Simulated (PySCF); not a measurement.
# A gas-phase reaction: CuF + H2S → CuHS + FH

Wanted: the reaction energy for `[F][Cu]` + `S` → `[SH][Cu]` + `F`.

Programs: PySCF 2.14.0. All values are calculated, for the isolated system unless a continuum is named. Atoms count from 0, parts from 1.

### 1 The system as given

Each species was relaxed by itself at PBE0-D3(BJ)/def2-SVPD.

### 2 Energies of the species: wB97M-D3(BJ)/def2-TZVPD

The job: settings as JSON, then the geometry in Å.

```
{"job": {"kind": "react", "xc": "wB97M-D3(BJ)", "basis": "def2-TZVPD"}, "charge": 0, "multiplicity": 1}
-1 CuF charge 0 multiplicity 1
F     -0.326470    -0.730540    -0.376920
Cu     0.337090     0.730530     0.376880

-1 H2S charge 0 multiplicity 1
S     -0.008800     0.615430    -0.007960
H     -0.980380    -0.321780     0.001920
H      0.969380    -0.314790     0.008830

+1 CuHS charge 0 multiplicity 1
S     -0.635890    -0.198380    -0.466180
Cu     0.017090     0.478930     1.436710
H      0.618750    -0.280610    -0.970630

+1 FH charge 0 multiplicity 1
F      0.457780     0.045090     0.009450
H     -0.457780    -0.045090    -0.009460
```

Level: wB97M-D3(BJ)/def2-TZVPD reaction energy of separated species, gas phase.

Started as:

```console
> OMP_NUM_THREADS=1 python cluster_run.py task.json out
```

The driver reads the jobs from task.json and runs them one after another.

What it wrote:

```text
species 1 (CuF)
coarse grid: 12744 points
cycle   1  E = -1740.0130845920  dE = -1.130e-01  |g| = 2.236e+00  |ddm| = 1.202e+00
cycle   2  E = -1738.9984190785  dE =  1.015e+00  |g| = 4.135e+00  |ddm| = 1.827e+00
cycle   3  E = -1740.4498459761  dE = -1.451e+00  |g| = 2.678e-01  |ddm| = 1.209e+00
cycle   4  E = -1740.4517407921  dE = -1.895e-03  |g| = 2.139e-01  |ddm| = 1.521e-01
cycle   5  E = -1740.4575191033  dE = -5.778e-03  |g| = 2.213e-02  |ddm| = 7.877e-02
cycle   6  E = -1740.4576800856  dE = -1.610e-04  |g| = 4.803e-03  |ddm| = 2.755e-02
cycle   7  E = -1740.4577125421  dE = -3.246e-05  |g| = 2.250e-03  |ddm| = 1.507e-02
cycle   8  E = -1740.4577174100  dE = -4.868e-06  |g| = 1.239e-03  |ddm| = 5.579e-03
final grid: 24648 points
cycle   9  E = -1740.4576337904  dE = -9.885e-07  |g| = 1.903e-03  |ddm| = 2.323e-03
cycle  10  E = -1740.4576332739  dE =  5.165e-07  |g| = 4.404e-03  |ddm| = 2.253e-03
cycle  11  E = -1740.4576346827  dE = -1.409e-06  |g| = 4.698e-04  |ddm| = 9.492e-04
cycle  12  E = -1740.4576351320  dE = -4.493e-07  |g| = 7.724e-05  |ddm| = 2.919e-03
cycle  13  E = -1740.4576351470  dE = -1.501e-08  |g| = 1.473e-05  |ddm| = 5.598e-04
cycle  14  E = -1740.4576351473  dE = -2.940e-10  |g| = 4.676e-06  |ddm| = 7.090e-05
converged SCF energy = -1740.4576351473

species 2 (H2S)
coarse grid: 11264 points
cycle   1  E = -399.4336013832  dE = -1.424e-01  |g| = 1.945e-01  |ddm| = 1.016e+00
cycle   2  E = -399.4459454305  dE = -1.234e-02  |g| = 1.106e-01  |ddm| = 2.399e-01
cycle   3  E = -399.4491447316  dE = -3.199e-03  |g| = 1.578e-02  |ddm| = 9.278e-02
cycle   4  E = -399.4492190728  dE = -7.434e-05  |g| = 4.851e-03  |ddm| = 1.790e-02
cycle   5  E = -399.4492313098  dE = -1.224e-05  |g| = 9.336e-04  |ddm| = 7.536e-03
cycle   6  E = -399.4492320410  dE = -7.312e-07  |g| = 1.776e-04  |ddm| = 2.124e-03
final grid: 22496 points
cycle   7  E = -399.4492197034  dE = -2.325e-08  |g| = 1.134e-04  |ddm| = 6.074e-04
cycle   8  E = -399.4492197064  dE = -2.978e-09  |g| = 6.804e-05  |ddm| = 1.499e-04
cycle   9  E = -399.4492197071  dE = -7.657e-10  |g| = 8.739e-06  |ddm| = 5.991e-05
converged SCF energy = -399.4492197071

species 3 (CuHS)
coarse grid: 16232 points
cycle   1  E = -2039.0040711237  dE = -2.206e-02  |g| = 2.236e+00  |ddm| = 1.448e+00
cycle   2  E = -2038.2079529624  dE =  7.961e-01  |g| = 3.992e+00  |ddm| = 2.115e+00
cycle   3  E = -2039.4185562332  dE = -1.211e+00  |g| = 2.251e-01  |ddm| = 1.272e+00
cycle   4  E = -2039.4248649768  dE = -6.309e-03  |g| = 4.473e-02  |ddm| = 1.911e-01
cycle   5  E = -2039.4252670168  dE = -4.020e-04  |g| = 1.290e-02  |ddm| = 3.867e-02
cycle   6  E = -2039.4253365633  dE = -6.955e-05  |g| = 3.952e-03  |ddm| = 1.886e-02
cycle   7  E = -2039.4253564692  dE = -1.991e-05  |g| = 1.639e-03  |ddm| = 1.316e-02
cycle   8  E = -2039.4253590733  dE = -2.604e-06  |g| = 5.962e-04  |ddm| = 4.549e-03
final grid: 30160 points
cycle   9  E = -2039.4253000202  dE = -4.159e-07  |g| = 7.096e-04  |ddm| = 1.534e-03
cycle  10  E = -2039.4253000637  dE = -4.353e-08  |g| = 1.577e-03  |ddm| = 1.096e-03
cycle  11  E = -2039.4253002597  dE = -1.960e-07  |g| = 2.124e-04  |ddm| = 4.171e-04
cycle  12  E = -2039.4253003604  dE = -1.007e-07  |g| = 1.049e-04  |ddm| = 1.068e-03
cycle  13  E = -2039.4253003804  dE = -2.000e-08  |g| = 1.785e-05  |ddm| = 6.416e-04
cycle  14  E = -2039.4253003808  dE = -4.343e-10  |g| = 5.862e-06  |ddm| = 7.568e-05
converged SCF energy = -2039.4253003808

species 4 (FH)
coarse grid: 7776 points
cycle   1  E = -100.4688235134  dE = -9.408e-02  |g| = 4.644e-01  |ddm| = 6.197e-01
cycle   2  E = -100.4725046196  dE = -3.681e-03  |g| = 5.038e-01  |ddm| = 3.808e-01
cycle   3  E = -100.5053186145  dE = -3.281e-02  |g| = 2.574e-02  |ddm| = 1.678e-01
cycle   4  E = -100.5053945921  dE = -7.598e-05  |g| = 5.006e-03  |ddm| = 1.077e-02
cycle   5  E = -100.5053992331  dE = -4.641e-06  |g| = 4.334e-04  |ddm| = 3.766e-03
final grid: 16976 points
cycle   6  E = -100.5053932687  dE = -6.421e-08  |g| = 1.039e-04  |ddm| = 8.210e-04
cycle   7  E = -100.5053932721  dE = -3.459e-09  |g| = 7.706e-05  |ddm| = 2.165e-04
cycle   8  E = -100.5053932729  dE = -7.792e-10  |g| = 2.123e-05  |ddm| = 3.710e-05
converged SCF energy = -100.5053932729

Reaction energy = -15.228 kcal/mol
```

Wall time 5.7 s (1 thread of Arm Neoverse V2, shared host); peak memory 0.38 GiB.

Species by species (with the dispersion term, which the log's SCF energies lack):

| ν | species | energy (Eh) | HOMO (eV) |
| --- | --- | --- | --- |
| -1 | [F][Cu] | -1740.45811 | -10.18 |
| -1 | S | -399.45056 | -9.89 |
| +1 | [SH][Cu] | -2039.42731 | -8.58 |
| +1 | F | -100.50563 | -14.54 |

### 3 Energies of the species: PBE0-D3(BJ)/def2-TZVPD

The job, as its differences from that of step 2:

```diff
@@ -1,2 +1,2 @@
-{"job": {"kind": "react", "xc": "wB97M-D3(BJ)", "basis": "def2-TZVPD"}, "charge": 0, "multiplicity": 1}
+{"job": {"kind": "react", "xc": "PBE0", "basis": "def2-TZVPD", "disp": "d3bj"}, "charge": 0, "multiplicity": 1}
 -1 CuF charge 0 multiplicity 1
```

Level: PBE0-D3(BJ)/def2-TZVPD reaction energy of separated species, gas phase.

What it wrote:

```text
species 1 (CuF)
coarse grid: 12744 points
cycle   1  E = -1738.5675291100  dE =  1.032e+00  |g| = 3.908e+00  |ddm| = 1.590e+00
cycle   2  E = -1731.4048986750  dE =  7.163e+00  |g| = 8.376e+00  |ddm| = 4.408e+00
cycle   3  E = -1739.4406778587  dE = -8.036e+00  |g| = 2.421e+00  |ddm| = 4.009e+00
cycle   4  E = -1739.7465051225  dE = -3.058e-01  |g| = 1.432e+00  |ddm| = 1.405e+00
cycle   5  E = -1740.0618298539  dE = -3.153e-01  |g| = 1.925e-01  |ddm| = 7.101e-01
cycle   6  E = -1740.0658720897  dE = -4.042e-03  |g| = 2.547e-02  |ddm| = 8.234e-02
cycle   7  E = -1740.0659903027  dE = -1.182e-04  |g| = 4.400e-03  |ddm| = 2.635e-02
cycle   8  E = -1740.0659985352  dE = -8.232e-06  |g| = 3.668e-03  |ddm| = 7.632e-03
cycle   9  E = -1740.0660006990  dE = -2.164e-06  |g| = 1.919e-03  |ddm| = 4.635e-03
final grid: 24648 points
cycle  10  E = -1740.0659615207  dE =  1.741e-06  |g| = 5.346e-03  |ddm| = 1.976e-03
cycle  11  E = -1740.0659453293  dE =  1.619e-05  |g| = 1.542e-02  |ddm| = 5.705e-03
cycle  12  E = -1740.0659638181  dE = -1.849e-05  |g| = 2.537e-04  |ddm| = 4.053e-03
cycle  13  E = -1740.0659638274  dE = -9.238e-09  |g| = 1.158e-04  |ddm| = 1.505e-04
cycle  14  E = -1740.0659638300  dE = -2.596e-09  |g| = 1.475e-05  |ddm| = 1.526e-04
cycle  15  E = -1740.0659638301  dE = -1.432e-10  |g| = 3.193e-06  |ddm| = 5.461e-05
converged SCF energy = -1740.0659638301

species 2 (H2S)
coarse grid: 2864 points
cycle   1  E = -399.2518633796  dE = -9.250e-02  |g| = 1.630e-01  |ddm| = 1.023e+00
cycle   2  E = -399.2538576696  dE = -1.994e-03  |g| = 1.600e-01  |ddm| = 2.978e-01
cycle   3  E = -399.2614718480  dE = -7.614e-03  |g| = 1.497e-02  |ddm| = 1.477e-01
cycle   4  E = -399.2614864599  dE = -1.461e-05  |g| = 1.103e-03  |ddm| = 5.881e-03
cycle   5  E = -399.2614868402  dE = -3.804e-07  |g| = 6.136e-04  |ddm| = 1.717e-03
final grid: 22496 points
cycle   6  E = -399.2625175657  dE = -7.084e-06  |g| = 4.896e-03  |ddm| = 1.692e-02
cycle   7  E = -399.2625181983  dE = -6.326e-07  |g| = 3.960e-03  |ddm| = 6.698e-03
cycle   8  E = -399.2625211302  dE = -2.932e-06  |g| = 2.911e-04  |ddm| = 3.504e-03
cycle   9  E = -399.2625211580  dE = -2.777e-08  |g| = 3.582e-05  |ddm| = 2.357e-04
cycle  10  E = -399.2625211584  dE = -3.604e-10  |g| = 6.382e-06  |ddm| = 2.919e-05
converged SCF energy = -399.2625211584

species 3 (CuHS)
coarse grid: 16232 points
cycle   1  E = -2037.7080040636  dE =  8.836e-01  |g| = 3.699e+00  |ddm| = 1.760e+00
cycle   2  E = -2033.6367309779  dE =  4.071e+00  |g| = 7.028e+00  |ddm| = 6.293e+00
cycle   3  E = -2038.8408306707  dE = -5.204e+00  |g| = 1.005e+00  |ddm| = 5.715e+00
cycle   4  E = -2038.7065434092  dE =  1.343e-01  |g| = 8.567e-01  |ddm| = 1.485e+00
cycle   5  E = -2038.9623466466  dE = -2.558e-01  |g| = 2.912e-02  |ddm| = 1.108e+00
cycle   6  E = -2038.9626566345  dE = -3.100e-04  |g| = 1.962e-02  |ddm| = 4.500e-02
cycle   7  E = -2038.9627016681  dE = -4.503e-05  |g| = 6.108e-03  |ddm| = 1.237e-02
cycle   8  E = -2038.9627119614  dE = -1.029e-05  |g| = 1.697e-03  |ddm| = 5.745e-03
cycle   9  E = -2038.9627128809  dE = -9.195e-07  |g| = 1.227e-03  |ddm| = 2.648e-03
final grid: 30160 points
cycle  10  E = -2038.9627290670  dE =  8.466e-07  |g| = 3.533e-03  |ddm| = 1.755e-03
cycle  11  E = -2038.9627216512  dE =  7.416e-06  |g| = 1.027e-02  |ddm| = 4.236e-03
cycle  12  E = -2038.9627301180  dE = -8.467e-06  |g| = 1.546e-04  |ddm| = 3.010e-03
cycle  13  E = -2038.9627301235  dE = -5.504e-09  |g| = 3.509e-05  |ddm| = 1.380e-04
cycle  14  E = -2038.9627301238  dE = -3.165e-10  |g| = 1.271e-05  |ddm| = 5.444e-05
converged SCF energy = -2038.9627301238

species 4 (FH)
coarse grid: 1712 points
cycle   1  E = -100.3540362815  dE = -3.605e-02  |g| = 4.957e-01  |ddm| = 6.253e-01
cycle   2  E = -100.3145208690  dE =  3.952e-02  |g| = 7.429e-01  |ddm| = 5.125e-01
cycle   3  E = -100.3937560433  dE = -7.924e-02  |g| = 2.284e-02  |ddm| = 2.892e-01
cycle   4  E = -100.3938316131  dE = -7.557e-05  |g| = 4.204e-03  |ddm| = 9.787e-03
cycle   5  E = -100.3938335965  dE = -1.983e-06  |g| = 3.553e-04  |ddm| = 1.247e-03
final grid: 16976 points
cycle   6  E = -100.3948394402  dE = -1.849e-05  |g| = 3.962e-03  |ddm| = 7.424e-03
cycle   7  E = -100.3948375529  dE =  1.887e-06  |g| = 5.446e-03  |ddm| = 3.324e-03
cycle   8  E = -100.3948415641  dE = -4.011e-06  |g| = 1.003e-04  |ddm| = 1.994e-03
cycle   9  E = -100.3948415654  dE = -1.306e-09  |g| = 1.788e-05  |ddm| = 3.960e-05
cycle  10  E = -100.3948415655  dE = -4.825e-11  |g| = 3.041e-06  |ddm| = 1.029e-05
converged SCF energy = -100.3948415655

Reaction energy = -18.705 kcal/mol
```

Run time: 3 s. Hardware: 1 thread of Arm Neoverse V2, shared host; peak memory 0.38 GiB.

Reaction energy at this level: -18.70 kcal/mol.

### 4 Energies of the species: MP2/def2-TZVPD

The job, as its differences from that of step 3:

```diff
@@ -1,2 +1,2 @@
-{"job": {"kind": "react", "xc": "PBE0", "basis": "def2-TZVPD", "disp": "d3bj"}, "charge": 0, "multiplicity": 1}
+{"job": {"kind": "react", "xc": "MP2", "basis": "def2-TZVPD"}, "charge": 0, "multiplicity": 1}
 -1 CuF charge 0 multiplicity 1
```

With the program's defaults for keys left out, this is: MP2/def2-TZVPD reaction energy of separated species, gas phase.

What it wrote:

```text
species 1 (CuF)
final grid: 24648 points
cycle   1  E = -1738.2833289186  dE = -4.893e-01  |g| = 1.093e+00  |ddm| = 1.008e+00
cycle   2  E = -1738.2761303952  dE =  7.199e-03  |g| = 1.308e+00  |ddm| = 7.035e-01
cycle   3  E = -1738.4164378098  dE = -1.403e-01  |g| = 1.024e-01  |ddm| = 3.363e-01
cycle   4  E = -1738.4178634559  dE = -1.426e-03  |g| = 3.544e-02  |ddm| = 5.221e-02
cycle   5  E = -1738.4182647235  dE = -4.013e-04  |g| = 1.471e-02  |ddm| = 3.902e-02
cycle   6  E = -1738.4183818117  dE = -1.171e-04  |g| = 4.833e-03  |ddm| = 3.030e-02
cycle   7  E = -1738.4184109772  dE = -2.917e-05  |g| = 2.108e-03  |ddm| = 1.514e-02
cycle   8  E = -1738.4184208248  dE = -9.848e-06  |g| = 7.920e-04  |ddm| = 9.814e-03
cycle   9  E = -1738.4184221374  dE = -1.313e-06  |g| = 1.497e-04  |ddm| = 4.296e-03
cycle  10  E = -1738.4184221677  dE = -3.029e-08  |g| = 3.707e-05  |ddm| = 6.710e-04
cycle  11  E = -1738.4184221684  dE = -7.099e-10  |g| = 9.868e-06  |ddm| = 7.294e-05
converged SCF energy = -1738.4184221684

species 2 (H2S)
final grid: 22496 points
cycle   1  E = -398.6881061763  dE = -1.695e-01  |g| = 2.014e-01  |ddm| = 9.977e-01
cycle   2  E = -398.7050962745  dE = -1.699e-02  |g| = 7.023e-02  |ddm| = 1.849e-01
cycle   3  E = -398.7068538257  dE = -1.758e-03  |g| = 2.154e-02  |ddm| = 5.634e-02
cycle   4  E = -398.7071966280  dE = -3.428e-04  |g| = 6.311e-03  |ddm| = 2.471e-02
cycle   5  E = -398.7072260416  dE = -2.941e-05  |g| = 1.395e-03  |ddm| = 9.170e-03
cycle   6  E = -398.7072275231  dE = -1.482e-06  |g| = 3.129e-04  |ddm| = 2.398e-03
cycle   7  E = -398.7072276088  dE = -8.569e-08  |g| = 5.003e-05  |ddm| = 6.832e-04
cycle   8  E = -398.7072276111  dE = -2.252e-09  |g| = 1.186e-05  |ddm| = 9.128e-05
cycle   9  E = -398.7072276112  dE = -1.245e-10  |g| = 1.950e-06  |ddm| = 2.073e-05
converged SCF energy = -398.7072276112

species 3 (CuHS)
final grid: 30160 points
cycle   1  E = -2036.9748249254  dE = -3.264e-01  |g| = 1.020e+00  |ddm| = 1.268e+00
cycle   2  E = -2036.9444796342  dE =  3.035e-02  |g| = 1.357e+00  |ddm| = 7.629e-01
cycle   3  E = -2037.0777269996  dE = -1.332e-01  |g| = 5.811e-02  |ddm| = 3.451e-01
cycle   4  E = -2037.0789092672  dE = -1.182e-03  |g| = 2.060e-02  |ddm| = 7.216e-02
cycle   5  E = -2037.0791491874  dE = -2.399e-04  |g| = 9.410e-03  |ddm| = 3.264e-02
cycle   6  E = -2037.0792064422  dE = -5.725e-05  |g| = 2.321e-03  |ddm| = 2.109e-02
cycle   7  E = -2037.0792118569  dE = -5.415e-06  |g| = 7.641e-04  |ddm| = 7.098e-03
cycle   8  E = -2037.0792126671  dE = -8.102e-07  |g| = 2.984e-04  |ddm| = 2.569e-03
cycle   9  E = -2037.0792128074  dE = -1.403e-07  |g| = 1.358e-04  |ddm| = 1.034e-03
cycle  10  E = -2037.0792128360  dE = -2.869e-08  |g| = 4.704e-05  |ddm| = 5.147e-04
cycle  11  E = -2037.0792128400  dE = -3.932e-09  |g| = 2.167e-05  |ddm| = 1.966e-04
cycle  12  E = -2037.0792128404  dE = -3.815e-10  |g| = 5.769e-06  |ddm| = 6.314e-05
converged SCF energy = -2037.0792128404

species 4 (FH)
final grid: 16976 points
cycle   1  E = -100.0371203734  dE = -1.649e-01  |g| = 4.007e-01  |ddm| = 6.032e-01
cycle   2  E = -100.0578879683  dE = -2.077e-02  |g| = 2.336e-01  |ddm| = 2.533e-01
cycle   3  E = -100.0646342716  dE = -6.746e-03  |g| = 2.356e-02  |ddm| = 8.091e-02
cycle   4  E = -100.0647516980  dE = -1.174e-04  |g| = 6.199e-03  |ddm| = 1.253e-02
cycle   5  E = -100.0647674093  dE = -1.571e-05  |g| = 1.459e-03  |ddm| = 5.121e-03
cycle   6  E = -100.0647686823  dE = -1.273e-06  |g| = 2.290e-04  |ddm| = 1.848e-03
cycle   7  E = -100.0647687166  dE = -3.438e-08  |g| = 1.958e-05  |ddm| = 4.211e-04
cycle   8  E = -100.0647687168  dE = -1.852e-10  |g| = 2.360e-06  |ddm| = 2.495e-05
converged SCF energy = -100.0647687168

Reaction energy = -16.260 kcal/mol
```

It took 1.2 s on 1 thread of Arm Neoverse V2, shared host; peak memory 0.39 GiB.

Reaction energy at this level: -16.26 kcal/mol.

### 5 Side by side

Energies in kcal/mol, with wall time:

| run | reaction | time |
| --- | --- | --- |
| wB97M-D3(BJ)/def2-TZVPD | -15.23 | 5.7 s |
| PBE0-D3(BJ)/def2-TZVPD | -18.70 | 3 s |
| MP2/def2-TZVPD | -16.26 | 1.2 s |

### 6 Outcome

```
                                                quantity                      value
               reaction energy (wB97M-D3(BJ)/def2-TZVPD)            -15.23 kcal/mol
                     ΔH, ΔG at 298 K (xTB thermal terms)      -14.3, -14.5 kcal/mol
range of the reaction energy over the runs of this table  -18.70 to -15.23 kcal/mol
```

The reaction is exothermic by 14.3 kcal/mol in the gas phase; dispersion gives -0.27, and xTB itself gave 22.31 for the electronic energy (xTB energies and thermal terms come from the earlier relaxation of each species, not shown). No barrier was sought. xTB and this level differ widely in the electronic energy, so what comes from xTB (the thermal terms above all) is less safe here. The reaction energy runs from -18.70 (PBE0-D3(BJ)/def2-TZVPD) to -15.23 kcal/mol (wB97M-D3(BJ)/def2-TZVPD).
